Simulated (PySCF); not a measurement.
# H8P2SSi2: the cost of one run

Programs: PySCF 2.14.0, with density-fitted response routines of our own. Each step states its level of theory. These are calculated values for one molecule in the gas phase, unless marked as measured. Atoms count from 0, in the outputs and in this text.

## 1. The molecule as given

13 atoms, charge 0, multiplicity 1; geometry from: GFN2-xTB. The atoms were then displaced at random by about 0.01 Å, so the start is not that level's minimum.

Bonds of the start (Å): Si0–S1 2.15, S1–Si2 2.15, Si2–P3 2.25, Si2–P4 2.26, Si0–H5 1.47, Si0–H6 1.47, Si0–H7 1.43, Si2–H8 1.46, P3–H9 1.42, P3–H10 1.40, P4–H11 1.40, P4–H12 1.36.

## 2. Optimising the geometry at PBE0-D3(BJ)/def2-SVP

The job: settings as JSON, then the geometry in Å.

```
{"job": {"xc": "PBE0", "basis": "def2-SVP", "d3": "d3bj", "grid": 1, "shake": 0.01, "kind": "geom"}, "charge": 0, "multiplicity": 1}
Si    -1.874150    -1.292320    -0.491440
S     -0.570550    -0.185320    -1.800660
Si     0.962980     0.575300    -0.497050
P      0.465200     2.475040     0.604410
P      1.539830    -0.979990     1.038570
H     -3.053240    -1.476380    -1.350850
H     -2.176840    -0.419770     0.655600
H     -1.202510    -2.486340    -0.095680
H      2.026500     0.920240    -1.436850
H     -0.548450     1.873480     1.398640
H     -0.495250     2.884840    -0.328960
H      2.609700    -0.227490     1.534860
H      2.322600    -1.678170     0.175340
```

On the command line:

```
$ OMP_NUM_THREADS=1 python probes_run.py task.json out
```

This one command runs all jobs of the session in turn.

Q: Estimate the wall time and peak memory of this first job on 1 thread of Arm Neoverse V1, shared host.

About 2.1 min, with a peak of 0.57 GiB.
